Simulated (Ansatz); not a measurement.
# CuB6: a trial structure relaxed, part 2 of 2

Where does this trial cell of CuB6 go when cell and atoms are let free?

Ansatz 0.2.0; DFT PBE, scalar-relativistic, plane waves, PAW. Earlier steps stand in the parts before.

## 4. Relaxation on the finer mesh

The end of the coarse run is made exact in the group found at a tolerance of 0.06 Å and reduced to its primitive cell.

input.yaml reads:

```yaml
crystal:
  lattice:
    - [0.0, 2.9636637384, 2.9636637384]
    - [2.9636637384, 0.0, 2.9636637384]
    - [2.9636637384, 2.9636637384, 0.0]
  atoms:
    - { symbol: Cu, position: [0.0, 0.0, 0.0] }
    - { symbol: B, position: [0.5, 0.5, 0.0] }
    - { symbol: B, position: [0.5, 0.0, 0.5] }
    - { symbol: B, position: [0.0, 0.0, 0.5] }
    - { symbol: B, position: [0.0, 0.5, 0.0] }
    - { symbol: B, position: [0.0, 0.5, 0.5] }
    - { symbol: B, position: [0.5, 0.0, 0.0] }
basis:
  ecutwfc: 420
kpoints:
  mp_grid: { grid: [12, 12, 12] }
hamiltonian:
  xc: pbe
scf:
  occupations: { method: gaussian, width: 0.1 }
output:
  forces: true
  stress: true
  eigenvalues: true
relax:
  adjacent_minimum: "off"
  f_tol: 0.01
  max_steps: 80
  cell: { stress_tol: 0.05 }
```

Command:

```
> ansatz run input.yaml --threads 1 --pin off --max-ram 2048MiB --backend cpu --events-out ev --progress --plain --runs-dir out
```

The log of the run:

```text
Warning: RAYON_NUM_THREADS=1 ignored (pool sized by the plan → 1); use --threads N
Engine: ansatz 0.2.0, aarch64-unknown-linux-gnu
Pseudopotentials: kind: paw
Pseudopotential: Cu, paw, valence charge 19, recommended cutoff 420 eV (normal), Cu.paw.azcp
Pseudopotential: B, paw, valence charge 3, recommended cutoff 420 eV (normal), B.paw.azcp
Functional definition: PBE
  parameter kappa = 0.804
  parameter beta = 0.06672455060314922
  exchange = pbe_x(kappa = kappa, mu = beta*pi^2/3)
  correlation = pbe_c(beta = beta)
Crystal: 7 atoms, lattice volume = 52.062 Å³
Basis set: ecut = 420 eV, 965 PW (Γ), exchange–correlation on 60×60×60 points (8 copies of the dense FFT grid, shifted against one another)
Bands: 26, of which v1, the nominal top of the filled ones, is band 19 counted from 1 (18 counted from 0)
Symmetry: 48 space group operations
Space group: Fm-3m (ITA 225), of the structure as read, at distance tolerance 3.7e-5 Å
k-points: 72 of 1728
Non-local potential: Cu, projectors of the file, l = 0: 3, l = 1: 2, l = 2: 3, l = 3: 1
Non-local potential: B, projectors of the file, l = 0: 2, l = 1: 2, l = 2: 1
PAW form: soft (Blöchl's): semilocal exchange-correlation on the pseudo side does not see the compensation charge
PAW one-centre angular grid: Cu, 590 points (default); XC on 64 Gauss nodes
PAW one-centre angular grid: B, 110 points (default); XC on 64 Gauss nodes
Initial density: superposition of atomic densities (neutral atoms: chi_scale 0, normalization atom), corrected by the library's trained network
Initial wavefunctions: pseudopotential atomic-orbital guess
Functional: x = pbe(κ = 0.804, μ = 0.2195149727645171), c = pbe(β = 0.06672455060314922)
SCF iter   1: F=—  HF=-7552.418303 eV  |F-HF|=—  |Δ(HF+E_count)|=         —  Δρ=2.49e-2  dr2=2.16e-1  ethr=1.77e-3  ⟨swp⟩=6.2  Hψ=8411  notcnv=0  defer=17
preconditioner: auto → Kerker (q_TF=auto, 2.577 Å⁻¹)  [metal: Δε(μ)=0.018 eV  Ē_g=10.671 eV  σ=0.100 eV  W_gap=0.10  n_scr=14 (ndim 8)  ℏωp=27.7 eV  f_vac=0.001  D(μ)=1.52/eV (n_scr^D=14)]
SCF iter   2: F=—  HF=-7552.425115 eV  |F-HF|=—  |Δ(HF+E_count)|=   6.81e-3  Δρ=2.19e-2  dr2=1.41e-1  ethr=5.84e-4  ⟨swp⟩=2.0  Hψ=4061  notcnv=0  defer=130
SCF iter   3: F=—  HF=-7552.387760 eV  |F-HF|=—  |Δ(HF+E_count)|=   3.74e-2  Δρ=3.59e-3  dr2=6.07e-3  ethr=3.81e-4  ⟨swp⟩=2.0  Hψ=2880  notcnv=0  defer=130
SCF iter   4: F=—  HF=-7552.386562 eV  |F-HF|=—  |Δ(HF+E_count)|=   1.20e-3  Δρ=1.15e-3  dr2=4.88e-4  ethr=1.64e-5  ⟨swp⟩=2.6  Hψ=3159  notcnv=0  defer=117
SCF iter   5: F=—  HF=-7552.386717 eV  |F-HF|=—  |Δ(HF+E_count)|=   1.55e-4  Δρ=5.28e-4  dr2=1.70e-4  ethr=1.32e-6  ⟨swp⟩=2.4  Hψ=2857  notcnv=0  defer=117
SCF iter   6: F=—  HF=-7552.386695 eV  |F-HF|=—  |Δ(HF+E_count)|=   2.25e-5  Δρ=1.94e-4  dr2=2.42e-5  ethr=4.59e-7  ⟨swp⟩=1.0  Hψ=1735  notcnv=0  defer=117
SCF iter   7: F=—  HF=-7552.386702 eV  |F-HF|=—  |Δ(HF+E_count)|=   6.89e-6  Δρ=3.26e-5  dr2=8.54e-7  ethr=6.55e-8  ⟨swp⟩=2.4  Hψ=2807  notcnv=0  defer=117
SCF iter   8: F=-7552.386702 eV  HF=-7552.386702 eV  |F-HF|=8.71e-9  |Δ(HF+E_count)|=   2.42e-7  Δρ=3.49e-6  dr2=4.53e-9  ethr=2.70e-10  ⟨swp⟩=7.4  Hψ=8604  notcnv=0
SCF 1 converged in 8 iterations: F = -7552.386702 eV  dr2 = 4.53e-9
relax step   1: F+E_penalty+E_count = -7552.38670210 eV  Δ(F+E_penalty+E_count) = +0.000e0 eV  max|allowed force component| = 1.869e-30 eV/Å  Δτ_max = 0.0000 Å  P = -0.749 GPa  Ω = 52.062 Å³  (8 SCF iters, dr2 threshold 1.00e-7 eV, accepted)
Crystal: 7 atoms, lattice volume = 51.977 Å³
Initial density: handed on by an earlier stage of this run
Initial wavefunctions: those handed on with the density
iter 1 solved again at ethr=7.03e-7 eV; its pass at ethr=3.10e-3 eV (dr2=2.60e-4 eV) is discarded
SCF iter   1: F=—  HF=-7552.387192 eV  |F-HF|=—  |Δ(HF+E_count)|=         —  Δρ=7.23e-4  dr2=2.45e-4  ethr=7.03e-7  ⟨swp⟩=1.0  Hψ=7991  notcnv=0
preconditioner: auto → Kerker (q_TF=auto, 2.578 Å⁻¹)  [metal: Δε(μ)=0.006 eV  Ē_g=10.585 eV  σ=0.100 eV  W_gap=0.03  n_scr=14 (ndim 8)  ℏωp=27.7 eV  f_vac=0.000  D(μ)=1.52/eV (n_scr^D=14)]
SCF iter   2: F=—  HF=-7552.387167 eV  |F-HF|=—  |Δ(HF+E_count)|=   2.47e-5  Δρ=1.50e-4  dr2=1.94e-5  ethr=6.61e-7  ⟨swp⟩=1.7  Hψ=2195  notcnv=0
SCF iter   3: F=—  HF=-7552.387161 eV  |F-HF|=—  |Δ(HF+E_count)|=   6.97e-6  Δρ=1.24e-4  dr2=1.20e-5  ethr=5.25e-8  ⟨swp⟩=2.4  Hψ=2857  notcnv=0
iter 4 did not close the SCF: its close was put off for the readings that it lacked (scf_convergence_deferred on its scf_iter line)
SCF iter   4: F=-7552.387159 eV  HF=-7552.387159 eV  |F-HF|=6.05e-8  |Δ(HF+E_count)|=   1.92e-6  Δρ=3.60e-5  dr2=4.67e-7  ethr=3.23e-8  ⟨swp⟩=2.3  Hψ=2868  notcnv=0
iter 5 did not close the SCF: its close was put off for the readings that it lacked (scf_convergence_deferred on its scf_iter line)
SCF iter   5: F=-7552.387159 eV  HF=-7552.387159 eV  |F-HF|=1.05e-8  |Δ(HF+E_count)|=   1.40e-7  Δρ=6.94e-6  dr2=3.56e-8  ethr=1.26e-9  ⟨swp⟩=2.9  Hψ=3462  notcnv=0
SCF iter   6: F=-7552.387159 eV  HF=-7552.387159 eV  |F-HF|=2.08e-10  |Δ(HF+E_count)|=   1.50e-8  Δρ=2.39e-6  dr2=5.27e-9  ethr=9.62e-11  ⟨swp⟩=2.0  Hψ=5749  notcnv=0
SCF 2 converged in 6 iterations: F = -7552.387159 eV  dr2 = 5.27e-9
relax step   2: F+E_penalty+E_count = -7552.38715876 eV  Δ(F+E_penalty+E_count) = -4.567e-4 eV  max|allowed force component| = 1.099e-30 eV/Å  Δτ_max = 0.0000 Å  P = -0.373 GPa  Ω = 51.977 Å³  energy of the carried Pulay correction = +1.608e-4 eV  (6 SCF iters, dr2 threshold 7.00e-7 eV, accepted)
Crystal: 7 atoms, lattice volume = 51.894 Å³
iter 1 solved again at ethr=6.89e-7 eV; its pass at ethr=3.10e-3 eV (dr2=2.55e-4 eV) is discarded
SCF iter   1: F=—  HF=-7552.387448 eV  |F-HF|=—  |Δ(HF+E_count)|=         —  Δρ=7.17e-4  dr2=2.40e-4  ethr=6.89e-7  ⟨swp⟩=1.0  Hψ=7973  notcnv=0
preconditioner: auto → Kerker (q_TF=auto, 2.579 Å⁻¹)  [metal: Δε(μ)=0.007 eV  Ē_g=10.600 eV  σ=0.100 eV  W_gap=0.04  n_scr=14 (ndim 8)  ℏωp=27.8 eV  f_vac=0.000  D(μ)=1.52/eV (n_scr^D=14)]
SCF iter   2: F=—  HF=-7552.387424 eV  |F-HF|=—  |Δ(HF+E_count)|=   2.42e-5  Δρ=1.49e-4  dr2=1.91e-5  ethr=6.48e-7  ⟨swp⟩=1.7  Hψ=2195  notcnv=0
SCF iter   3: F=—  HF=-7552.387417 eV  |F-HF|=—  |Δ(HF+E_count)|=   6.87e-6  Δρ=1.24e-4  dr2=1.18e-5  ethr=5.16e-8  ⟨swp⟩=2.4  Hψ=2850  notcnv=0
SCF iter   4: F=—  HF=-7552.387415 eV  |F-HF|=—  |Δ(HF+E_count)|=   1.90e-6  Δρ=3.57e-5  dr2=4.64e-7  ethr=3.18e-8  ⟨swp⟩=2.3  Hψ=2868  notcnv=0
iter 5 did not close the SCF: its close was put off for the readings that it lacked (scf_convergence_deferred on its scf_iter line)
SCF iter   5: F=-7552.387415 eV  HF=-7552.387415 eV  |F-HF|=1.02e-8  |Δ(HF+E_count)|=   1.35e-7  Δρ=6.92e-6  dr2=3.53e-8  ethr=1.25e-9  ⟨swp⟩=2.9  Hψ=3476  notcnv=0
SCF iter   6: F=-7552.387415 eV  HF=-7552.387415 eV  |F-HF|=2.12e-10  |Δ(HF+E_count)|=   1.48e-8  Δρ=2.39e-6  dr2=5.26e-9  ethr=9.55e-11  ⟨swp⟩=2.0  Hψ=6159  notcnv=0
SCF 3 converged in 6 iterations: F = -7552.387415 eV  dr2 = 5.26e-9
relax step   3: F+E_penalty+E_count = -7552.38741502 eV  Δ(F+E_penalty+E_count) = -2.563e-4 eV  max|allowed force component| = 8.922e-31 eV/Å  Δτ_max = 0.0000 Å  P = +0.002 GPa  Ω = 51.894 Å³  energy of the carried Pulay correction = +3.201e-4 eV  (6 SCF iters, dr2 threshold 3.48e-7 eV, accepted)
Initial wavefunctions: pseudopotential atomic-orbital guess (no wavefunctions were taken with the density)
iter 1 solved again at ethr=3.27e-8 eV; its pass at ethr=3.10e-3 eV (dr2=1.21e-5 eV) is discarded
SCF iter   1: F=—  HF=-7552.387127 eV  |F-HF|=—  |Δ(HF+E_count)|=         —  Δρ=8.68e-6  dr2=7.92e-9  ethr=3.27e-8  ⟨swp⟩=3.6  Hψ=13747  notcnv=0
preconditioner: auto → Kerker (q_TF=auto, 2.579 Å⁻¹)  [metal: Δε(μ)=0.008 eV  Ē_g=10.603 eV  σ=0.100 eV  W_gap=0.05  n_scr=14 (ndim 8)  ℏωp=27.8 eV  f_vac=0.000  D(μ)=1.52/eV (n_scr^D=14)]
SCF iter   2: F=—  HF=-7552.387137 eV  |F-HF|=—  |Δ(HF+E_count)|=   1.02e-5  Δρ=6.44e-6  dr2=9.23e-9  ethr=2.14e-11  ⟨swp⟩=2.4  Hψ=3333  notcnv=0
SCF iter   3: F=—  HF=-7552.387137 eV  |F-HF|=—  |Δ(HF+E_count)|=   6.35e-9  Δρ=2.03e-6  dr2=1.43e-9  ethr=2.14e-11  ⟨swp⟩=2.1  Hψ=2814  notcnv=0
SCF iter   4: F=—  HF=-7552.387137 eV  |F-HF|=—  |Δ(HF+E_count)|=  8.54e-10  Δρ=4.71e-7  dr2=1.89e-10  ethr=3.85e-12  ⟨swp⟩=2.0  Hψ=2832  notcnv=0
iter 5 did not close the SCF: its close was put off for the readings that it lacked (scf_convergence_deferred on its scf_iter line)
SCF iter   5: F=-7552.387137 eV  HF=-7552.387137 eV  |F-HF|=2.55e-11  |Δ(HF+E_count)|=  9.37e-11  Δρ=2.85e-7  dr2=6.84e-11  ethr=1.00e-12  ⟨swp⟩=2.6  Hψ=3007  notcnv=0
SCF iter   6: F=-7552.387137 eV  HF=-7552.387137 eV  |F-HF|=7.28e-12  |Δ(HF+E_count)|=  2.00e-11  Δρ=7.12e-8  dr2=3.86e-12  ethr=1.00e-12  ⟨swp⟩=3.3  Hψ=6593  notcnv=0
SCF 4 converged in 6 iterations: F = -7552.387137 eV  dr2 = 3.86e-12
relax step   4: F+E_penalty+E_count = -7552.38713737 eV  Δ(F+E_penalty+E_count) = +2.777e-4 eV  max|allowed force component| = 1.150e-30 eV/Å  Δτ_max = 0.0000 Å  P = -0.005 GPa  Ω = 51.894 Å³  stress off target by 5.45e-3 GPa  SCF on the basis re-selected at this cell (its energy is not comparable with the rows above)  (6 SCF iters)
basis re-selected at this cell: Δ(F+E_penalty+E_count) = +2.777e-4 eV, ΔP = -0.007 GPa vs the last step (what re-selecting the basis moved, of the pressure what is left beyond the Pulay correction that the steps carried, after the strain that the cell walked since its last selection, with what the two solves' SCF thresholds leave and, on support functions, any second-order correction that the steps lacked; it is no measure of the basis error at this ecutwfc). This SCF's stress stands 5.45e-3 GPa from its target on what of the cell is left free (relax.cell.stress_tol is 5.00e-2 GPa) and its largest allowed force component is 1.15e-30 eV/Å (relax.f_tol is 1.00e-2 eV/Å): within both
SCF converged after 6 iterations
Free energy (F): -7552.387137 eV
Harris-Foulkes:  -7552.387137 eV  (|F-HF|=7.28e-12)
Internal energy: -7552.379555 eV  (E = F + TS)
E sigma→0 (E₀):  -7552.383346 eV
Entropy (-TS):   -0.007582 eV (-1.083 meV/atom)
Fermi energy:    13.122105 eV
--- Per-component energies (eV) ---
  E_band       = -366.884490
  E_kinetic    = 576.674729
  E_local      = -5704.900800  (includes V_loc(G=0)·N_el)
  E_nonlocal   = 453.746096
  E_hartree    = 2551.642916
  E_xc         = -281.178039
  E_vxc        = -343.425302  (∫ρ·V_xc dr)
  E_paw        = -2125.611616  (= ΣΔE_a)
  E_vpaw       = -452.265231  (= ΣTr[D̂ρ^β])
  E_aug_tail   = 0.000291  (compensation charges beyond the density's cutoff)
  E_ewald      = -3022.753134
  E_smearing   = -0.007582  (= −TS)
  E_closure    = -0.000000  (closes the sum)
  Σ components = -7552.387137   (vs F -7552.387137, Δ=0.00e0)
--- Forces (eV/Å), atoms counted from 1 ---
  atom   1  Cu    -0.00000000    -0.00000000    -0.00000000
  atom   2  B      0.00000000    -0.00000000    -0.00000000
  atom   3  B      0.00000000    -0.00000000    -0.00000000
  atom   4  B      0.00000000    -0.00000000     0.00000000
  atom   5  B      0.00000000     0.00000000    -0.00000000
  atom   6  B      0.00000000    -0.00000000    -0.00000000
  atom   7  B      0.00000000     0.00000000     0.00000000
  max |Σ_I F_I| component: 3.09e-30 eV/Å
--- Stress (GPa, compression-positive) ---
       -0.005452      -0.000000      -0.000000
       -0.000000      -0.005452      -0.000000
       -0.000000      -0.000000      -0.005452
  P = ⅓ Tr σ = -0.0055 GPa (-0.055 kbar)
--- Band table (eV; the first three rows and the last of 72) ---
  k-point 0: bands = ["-102.1235", "-59.5014", "-59.5014", "-59.5014", "-2.9216", "4.7370", "5.6612", "5.6612", "5.6612", "6.6761", "6.6761", "6.6761", "6.9844", "6.9844", "9.2248", "9.2248", "9.2248", "11.2995", "11.2995", "11.2995", "15.5995", "15.5995", "15.8217", "18.8161", "19.4294", "19.4294"]
  k-point 1: bands = ["-102.1235", "-59.5014", "-59.5014", "-59.5014", "-2.8482", "4.2833", "5.6370", "5.6370", "5.9374", "6.5287", "6.6768", "6.6768", "6.9251", "6.9251", "9.1569", "9.2918", "9.2918", "11.3673", "11.3673", "11.5979", "15.7582", "15.7582", "16.0966", "19.0871", "19.2374", "19.2374"]
  k-point 2: bands = ["-102.1235", "-59.5013", "-59.5013", "-59.5013", "-2.6291", "3.4578", "5.5785", "5.5785", "5.7791", "6.6669", "6.6669", "6.7230", "6.7790", "6.7790", "9.0106", "9.4641", "9.4641", "11.5762", "11.5762", "12.2744", "16.2130", "16.2130", "16.9285", "18.6824", "18.6824", "19.7026"]
  k-point 71: bands = ["-102.1236", "-59.5013", "-59.5013", "-59.5013", "0.8606", "0.8606", "1.4068", "2.6278", "5.9184", "5.9184", "6.3887", "6.5706", "6.9245", "9.6556", "9.6556", "10.5180", "11.0523", "12.8450", "13.9969", "15.3751", "15.3751", "17.9083", "17.9083", "18.8510", "19.1704", "19.9209"]
--- Relaxed structure (3 steps of the walk, 3 accepted, 1 SCFs on fresh bases) ---
  F+E_penalty+E_count = -7552.38713737 eV   max|allowed force component| = 1.150e-30 eV/Å   (the final SCF, on the basis selected at the relaxed cell)
  cell:  # Å, volume = 51.8935 Å³
    - [1.1098357209150705e-33, 2.9604724758766534, 2.9604724758766534]
    - [2.9604724758766534, 1.1958201239701837e-33, 2.9604724758766534]
    - [2.9604724758766534, 2.9604724758766534, 1.0190744065791179e-34]
  atoms:
    - { symbol: Cu, position: [-6.42171817721132e-39, 1.4732176994238757e-38, 2.3042635811167246e-38] }
    - { symbol: B, position: [0.5, 0.5, 0.0] }
    - { symbol: B, position: [0.5, 0.0, 0.5] }
    - { symbol: B, position: [8.603218350426503e-36, 8.603218350426503e-36, 0.5] }
    - { symbol: B, position: [0.0, 0.5, 0.0] }
    - { symbol: B, position: [0.0, 0.5, 0.5] }
    - { symbol: B, position: [0.5, 0.0, 0.0] }
```

Wall time 22 s (1 thread of Arm Neoverse V1, shared host); peak memory 0.38 GiB.

Step by step:

```
step  energy from step 1 (eV/cell)  largest force component (eV/Å)  pressure (GPa)  volume (Å³)
   1                        0.0000                          0.0000           -0.75        52.06
   2                       -0.0005                          0.0000           -0.37        51.98
   3                       -0.0007                          0.0000            0.00        51.89
   4                       -0.0004                          0.0000           -0.01        51.89
```

Step 1 is the start. Step 4 repeats the geometry before it on a plane-wave basis chosen anew for that cell, so its energy need not be comparable with the rows above.

Lengths and angles in the start's conventional setting:

|  | before | after | change |
| --- | --- | --- | --- |
| a (Å) | 5.927 | 5.921 | -0.1 % |
| b (Å) | 5.927 | 5.921 | -0.1 % |
| c (Å) | 5.927 | 5.921 | -0.1 % |
| volume (Å³/atom) | 7.44 | 7.41 | -0.3 % |
| shortest distance (Å) | 2.096 | 2.093 | -0.1 % |
| space group (0.01 Å) | Fm-3m | Fm-3m | same |

Forces and stress were held to the start's 48 operations: a distortion of lower symmetry was not tested.

## 5. Variant: mp_grid.grid [15, 15, 15], n_extra_bands 16

input.yaml reads:

```yaml
crystal:
  lattice:
    - [0.0, 2.9604724759, 2.9604724759]
    - [2.9604724759, 0.0, 2.9604724759]
    - [2.9604724759, 2.9604724759, 0.0]
  atoms:
    - { symbol: Cu, position: [0.0, 0.0, 0.0] }
    - { symbol: B, position: [0.5, 0.5, 0.0] }
    - { symbol: B, position: [0.5, 0.0, 0.5] }
    - { symbol: B, position: [0.0, 0.0, 0.5] }
    - { symbol: B, position: [0.0, 0.5, 0.0] }
    - { symbol: B, position: [0.0, 0.5, 0.5] }
    - { symbol: B, position: [0.5, 0.0, 0.0] }
basis:
  ecutwfc: 420
kpoints:
  mp_grid: { grid: [15, 15, 15] }
hamiltonian:
  xc: pbe
scf:
  occupations: { method: gaussian, width: 0.1 }
  n_extra_bands: 16
output:
  forces: true
  eigenvalues: true
  stress: true
```

Command:

```
> ansatz run input.yaml --threads 1 --pin off --max-ram 2048MiB --backend cpu --events-out ev --progress --plain --runs-dir out
```

The log of the run, cut to the lines that bear on the results:

```text
Warning: RAYON_NUM_THREADS=1 ignored (pool sized by the plan → 1); use --threads N
scf.n_extra_bands = 16 over 19 filled bands (N_el = 37.0): the run solves 35 bands
[...]
[... 4 set-up lines as earlier in the session ...]
[...]
Crystal: 7 atoms, lattice volume = 51.894 Å³
Basis set: ecut = 420 eV, 965 PW (Γ), exchange–correlation on 60×60×60 points (8 copies of the dense FFT grid, shifted against one another)
Bands: 35, of which v1, the nominal top of the filled ones, is band 19 counted from 1 (18 counted from 0)
[... 2 set-up lines as earlier in the session ...]
k-points: 120 of 3375
[...]
SCF iter   8: F=-7552.376099 eV  HF=-7552.376099 eV  |F-HF|=8.27e-9  |Δ(HF+E_count)|=   3.43e-7  Δρ=3.63e-6  dr2=4.32e-9  ethr=2.70e-10  ⟨swp⟩=7.7  Hψ=21268  notcnv=0
[...]
SCF converged after 8 iterations
Free energy (F): -7552.376099 eV
[...]
E sigma→0 (E₀):  -7552.372553 eV
Entropy (-TS):   -0.007092 eV (-1.013 meV/atom)
Fermi energy:    13.206683 eV
[...]
--- Forces (eV/Å), atoms counted from 1 ---
  atom   1  Cu    -0.00000000     0.00000000     0.00000000
  atom   2  B      0.00000000    -0.00000000     0.00000000
  atom   3  B      0.00000000    -0.00000000    -0.00000000
  atom   4  B      0.00000000    -0.00000000    -0.00000000
  atom   5  B      0.00000000    -0.00000000     0.00000000
  atom   6  B      0.00000000    -0.00000000     0.00000000
  atom   7  B      0.00000000     0.00000000     0.00000000
[...]
--- Stress (GPa, compression-positive) ---
        0.174670       0.000000      -0.000000
        0.000000       0.174670      -0.000000
       -0.000000      -0.000000       0.174670
  P = ⅓ Tr σ = 0.1747 GPa (1.747 kbar)
--- Band table (eV; the first three rows and the last of 120) ---
[...]
```

Run time: 11 s. Hardware: 1 thread of Arm Neoverse V1, shared host; peak memory 0.44 GiB.

```csv
run,ending,energy change,pressure (GPa),gap (eV),force (eV/Å),cycles,time
step 4,converged,0,0.0,0.00,0.00,-,22 s
variant,converged,+1.6 meV/atom,0.2,0.00,0.00,8,11 s
```

Changing the k-point mesh and band count moves the energy by +1.6 meV/atom. Sampling errors of the energy have no fixed sign. Of the settings changed, the mesh is the one that moves energies this far.

## 6. What came out

The summary covers parts 1 to 2. Changes of volume or cell count from the first structure of part 1.

| quantity | value |
| --- | --- |
| symmetry at the end (tolerance 0.05 Å) | space group Fm-3m (No. 225) |
| conventional cell | a = 5.921 Å, b = 5.921 Å, c = 5.921 Å, α = 90.00°, β = 90.00°, γ = 90.00° |
| volume | 7.41 Å³/atom |
| energy over the elements | +1.18 eV/atom |
| gap on the mesh | none (metal) |

What this shows: The space group Fm-3m (No. 225) is kept, and the volume per atom shrinks by 16.1 % from the first guess. The formation energy is positive, so the separate elements lie lower. No finished test with a distortion of lower symmetry is shown, so the end may be a saddle point.
